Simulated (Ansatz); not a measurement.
The same calculation of C₂H₇AlOSi, SMILES C=C[O][AlH][SiH3] as a Python script and as an input file (the Python package of Ansatz (0.2.0)).

Run as a notebook:

**Cell 1**
```python
from dataclasses import dataclass

import ansatz as az
```

**Cell 2**
```python
@dataclass(frozen=True)
class RunConfig:
    basis: str = "def2-SVP"
```

**Cell 3**
```python
settings = RunConfig()
```

**Cell 4**
```python
geometry_ang = [
    ("C", [-2.3024, 1.3493, 0.7568]),
    ("C", [-1.2573, 0.733, 0.3952]),
    ("O", [-0.4128, 1.288, -0.5519]),
    ("Al", [1.2499, 0.4223, -1.0721]),
    ("Si", [1.7256, -1.7033, -0.1739]),
    ("H", [-3.0326, 0.9856, 1.4693]),
    ("H", [-2.548, 2.3615, 0.3128]),
    ("H", [-1.008, -0.212, 0.8371]),
    ("H", [2.1471, 1.1051, -2.1016]),
    ("H", [1.8644, -1.5715, 1.3259]),
    ("H", [0.6413, -2.6529, -0.4455]),
    ("H", [3.0096, -2.1603, -0.7179]),
]
system = az.Crystal.molecule()
for symbol, xyz in geometry_ang:
    system = system.atom(symbol, xyz)
```

**Cell 5**
```python
setup = (
    system.calculation()
    .basis(gaussian=settings.basis)
    .functional(az.LibraryFunctional("PBE-QIDH"))
)
trace = []
outcome = setup.session().plan().execute(on_event=trace.append)
summary = outcome.report
```

**Cell 6**
```python
sorted(key for key in summary if key.endswith("_ev"))
```
Output:
```text
['free_energy_ev', 'reference_energy_ev']
```

**Cell 7**
```python
summary["n_occupied"], summary["n_virtual"]
```
Output:
```text
([14, 14], [86, 86])
```

**Cell 8**
```python
{key: value for key, value in summary.items() if isinstance(value, (int, float)) and "ev" in key}
```
Output:
```text
{'free_energy_ev': -18682.98844704163, 'reference_energy_ev': -18676.60785794958}
```

**Cell 9**
```python
for event in trace:
    if event["event"] == "mean_field_evaluation" and event["data"]["evaluation"] <= 25:
        print("pass {evaluation:3d}  E = {energy_ev:.6f} eV  gradient {gradient_ev:.1e}".format(**event["data"]))
```
Output:
```text
pass   1  E = -18672.938220 eV  gradient 3.9e+01
pass   2  E = -18672.941159 eV  gradient 3.9e+01
pass   3  E = -18674.094085 eV  gradient 3.5e+01
pass   4  E = -18676.532797 eV  gradient 6.0e+00
pass   5  E = -18676.598268 eV  gradient 1.9e+00
pass   6  E = -18676.608362 eV  gradient 3.2e-01
pass   7  E = -18676.608031 eV  gradient 3.2e-01
pass   8  E = -18676.607499 eV  gradient 3.1e-01
pass   9  E = -18676.607791 eV  gradient 1.0e-01
pass  10  E = -18676.607837 eV  gradient 3.7e-02
pass  11  E = -18676.607844 eV  gradient 7.3e-03
pass  12  E = -18676.607844 eV  gradient 7.3e-03
pass  13  E = -18676.607844 eV  gradient 1.5e-03
pass  14  E = -18676.607844 eV  gradient 3.6e-04
pass  15  E = -18676.607844 eV  gradient 3.6e-04
pass  16  E = -18676.607844 eV  gradient 9.3e-05
pass  17  E = -18676.607844 eV  gradient 1.9e-05
pass  18  E = -18676.607844 eV  gradient 1.9e-05
pass  19  E = -18676.607844 eV  gradient 4.8e-06
pass  20  E = -18676.607844 eV  gradient 4.8e-06
```

**Cell 10**
```python
print("reference energy %16.6f eV" % summary["reference_energy_ev"])
print("total energy     %16.6f eV" % summary["free_energy_ev"])
print("occupied orbitals outside the frozen core (up, down):", summary["n_occupied"], " frozen:", summary["n_frozen"], " virtual:", summary["n_virtual"])

field = summary["mean_field"]
print("<S^2> =", round(abs(field["state"]["spin_squared"]), 4), " all-electron relativity setting:", field["relativity"])
print("passes:", field["passes"])
if "symmetry" in field:
    print("occupied orbitals by irrep:", field["symmetry"]["occupied"])
```
Output:
```text
reference energy    -18676.607858 eV
total energy        -18682.988447 eV
occupied orbitals outside the frozen core (up, down): [14, 14]  frozen: 13  virtual: [86, 86]
<S^2> = 0.0  all-electron relativity setting: none
passes: {'evaluations': 17, 'products': 24}
occupied orbitals by irrep: [{'A': 27}, {'A': 27}]
```

`input.yaml`:
```yaml
crystal:
  periodic: [false, false, false]
  atoms:
    - { symbol: C, position_ang: [-2.3024, 1.3493, 0.7568] }
    - { symbol: C, position_ang: [-1.2573, 0.733, 0.3952] }
    - { symbol: O, position_ang: [-0.4128, 1.288, -0.5519] }
    - { symbol: Al, position_ang: [1.2499, 0.4223, -1.0721] }
    - { symbol: Si, position_ang: [1.7256, -1.7033, -0.1739] }
    - { symbol: H, position_ang: [-3.0326, 0.9856, 1.4693] }
    - { symbol: H, position_ang: [-2.548, 2.3615, 0.3128] }
    - { symbol: H, position_ang: [-1.008, -0.212, 0.8371] }
    - { symbol: H, position_ang: [2.1471, 1.1051, -2.1016] }
    - { symbol: H, position_ang: [1.8644, -1.5715, 1.3259] }
    - { symbol: H, position_ang: [0.6413, -2.6529, -0.4455] }
    - { symbol: H, position_ang: [3.0096, -2.1603, -0.7179] }
basis:
  gaussian: { orbitals: def2-SVP }
hamiltonian:
  xc: { name: PBE-QIDH }
```

The program run on that file:
```console
$ ansatz run input.yaml --threads 1 --pin off --max-ram 4096MiB --backend cpu --events-out ev --progress --plain --runs-dir out
Engine: ansatz 0.2.0, aarch64-unknown-linux-gnu
Functional definition: PBE-QIDH
  parameter a = 3^(-1/3)
  parameter c = 1/3
  exchange = (1 - a)*pbe_x + a*exact_x
  correlation = (1 - c)*pbe_c + c*(mp2_os + mp2_ss)
1105 factors; integrals over basis functions are off by at most 1.1e-3 eV
mean field evaluation 1: about -18672.9382 eV, gradient 3.9e1 eV
mean field evaluation 2: about -18672.9412 eV, gradient 3.9e1 eV
mean field evaluation 4: about -18676.5328 eV, gradient 6.0e0 eV
mean field evaluation 8: about -18676.6075 eV, gradient 3.1e-1 eV
mean field evaluation 16: about -18676.6078 eV, gradient 9.3e-5 eV
mean field -18676.60784398 eV, -686.3526788068 hartree, gradient 4.8e-6 eV, S^2 0.000000; 0 other end points of the search recorded, 0 dependent functions left out
13 core orbitals not correlated: weight in the atoms' cores, before any rotation towards them, 1.000 or more for the frozen orbitals, at most 0.000 for the correlated occupied ones
reference -18676.60785795 eV, -686.3526793202 hartree; 14, 14 occupied and 86, 86 virtual orbitals, 1105 factors
second order -19.14176728 eV of doubles, -0.00000000 eV of singles
Total energy: -18682.98844704 eV, -686.5871616444 hartree
```

Total energies depend on the basis set; only differences at equal settings carry meaning. The geometry is a force-field or estimated start, not a minimum of this method, and the basis set is short of its limit. Early passes use coarser integrals and grids, so their energies can't be compared with the last. The whole script took 6.9 s on 1 thread of Arm Neoverse V1, with other jobs on the host, peak memory 0.28 GiB.
